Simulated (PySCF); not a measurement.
**CAM-B3LYP/6-31G(d) (spherical functions) run of CH4F2Si (SMILES C[SiH](F)F)**

What is the vertical ionisation energy of CH4F2Si at CAM-B3LYP/6-31G* (spherical functions)? The job is set up through a Python script.

The results are computed with PySCF 2.14.0.

## 1. Starting point

CH4F2Si has 8 atoms, charge 0, and is taken as a singlet. As SMILES, `C[SiH](F)F`. The coordinates come from a PBE0-D4/def2-TZVP relaxation.

Bond lengths: C1–Si2 1.840 Å, Si2–F3 1.591 Å, Si2–F4 1.591 Å, C1–H5 1.092 Å, C1–H6 1.093 Å, C1–H7 1.093 Å, Si2–H8 1.477 Å. Some angles: C1–Si2–F3 109.8°, C1–Si2–F4 109.8°, F3–Si2–F4 106.8°, C1–Si2–H8 114.8°, F3–Si2–H8 107.6°, F4–Si2–H8 107.6°, Si2–C1–H5 110.7°, Si2–C1–H6 110.6°, Si2–C1–H7 110.6°, H5–C1–H6 108.3°.

## 2. The energy at CAM-B3LYP/6-31G(d) (spherical functions)

input.py

```python
from pyscf import gto, dft

molecule = gto.Mole()
molecule.atom = [
    ('C', (-0.387100, 0.881700, -0.174700)),
    ('Si', (0.329300, -0.775200, 0.180600)),
    ('F', (1.916300, -0.678300, 0.226700)),
    ('F', (-0.035400, -1.783900, -0.994000)),
    ('H', (-0.013400, 1.269000, -1.125400)),
    ('H', (-0.122700, 1.591000, 0.613300)),
    ('H', (-1.476800, 0.824400, -0.231400)),
    ('H', (-0.118100, -1.385700, 1.449000)),
]
molecule.spin = 0
molecule.basis = '6-31g*'
molecule.max_memory = 1860
molecule.verbose = 3
molecule.build()

mf = dft.RKS(molecule, xc='cam-b3lyp')
mf.grids.level = 7
mf.conv_tol = 1e-10
mf.kernel()
if not mf.converged:
    mf = mf.newton().run(mf.mo_coeff, mf.mo_occ)

energy = mf.e_tot
print(f'total energy: {energy:.8f} hartree')
```

Launch:

```bash
$ OMP_NUM_THREADS=1 python input.py
```

Standard output:

```text
converged SCF energy = -529.735604172391
total energy: -529.73560417 hartree
```

It took 27 s on 1 thread of Arm Neoverse V2, shared host; peak memory 0.37 GiB.

## 3. The doublet cation at the same level

job.py

```python
from pyscf import gto, dft

mol = gto.M(
    atom=[
    ('C', (-0.387100, 0.881700, -0.174700)),
    ('Si', (0.329300, -0.775200, 0.180600)),
    ('F', (1.916300, -0.678300, 0.226700)),
    ('F', (-0.035400, -1.783900, -0.994000)),
    ('H', (-0.013400, 1.269000, -1.125400)),
    ('H', (-0.122700, 1.591000, 0.613300)),
    ('H', (-1.476800, 0.824400, -0.231400)),
    ('H', (-0.118100, -1.385700, 1.449000)),
],
    spin=1,
    basis='6-31g*',
    verbose=3,
    charge=1,
    max_memory=1860,
)

ks = dft.UKS(mol)
ks.xc = 'cam-b3lyp'
ks.conv_tol = 1e-10
ks.grids.level = 7
ks.kernel()
if not ks.converged:
    ks = ks.newton().run(ks.mo_coeff, ks.mo_occ)

e_final = ks.e_tot
print('Final energy', e_final)
```

Launch:

```bash
$ OMP_NUM_THREADS=1 python job.py
```

Standard output:

```text
WARN: HOMO -0.364304565376539 >= LUMO -0.36430456537654

converged SCF energy = -529.301569089094  <S^2> = 0.75935189  2S+1 = 2.0093301
Final energy -529.3015690890935
```

Run time: 71 s. Hardware: 1 thread of Arm Neoverse V2, shared host; peak memory 0.39 GiB.

## 4. Outcome

Level: CAM-B3LYP/6-31G* (spherical functions).

| quantity | value |
| --- | --- |
| singlet CH4F2Si: total energy | -529.73560 Eh |
| singlet CH4F2Si: dipole moment | 2.07 D |
| singlet CH4F2Si: HOMO energy | -10.57 eV |
| singlet CH4F2Si: LUMO energy | 2.71 eV |
| singlet CH4F2Si: HOMO–LUMO gap | 13.28 eV |
| doublet cation: total energy | -529.30157 Eh |
| doublet cation: HOMO energy (highest over α and β) | -18.88 eV |
| doublet cation: LUMO energy (lowest over α and β) | -13.04 eV |
| doublet cation: ⟨S²⟩ | 0.759 |
| vertical ionisation energy (to the doublet cation) | 11.811 eV |

What this shows: The vertical ionisation energy comes to 11.81 eV (272 kcal/mol). The negative HOMO energy of the first species, 10.57 eV, lies 1.24 eV below that difference. Mulliken charges (singlet CH4F2Si) run from -0.71 on C1 to +1.04 on Si2. Mulliken charges (doublet cation) run from -0.66 on C1 to +1.12 on Si2; they depend strongly on the basis.
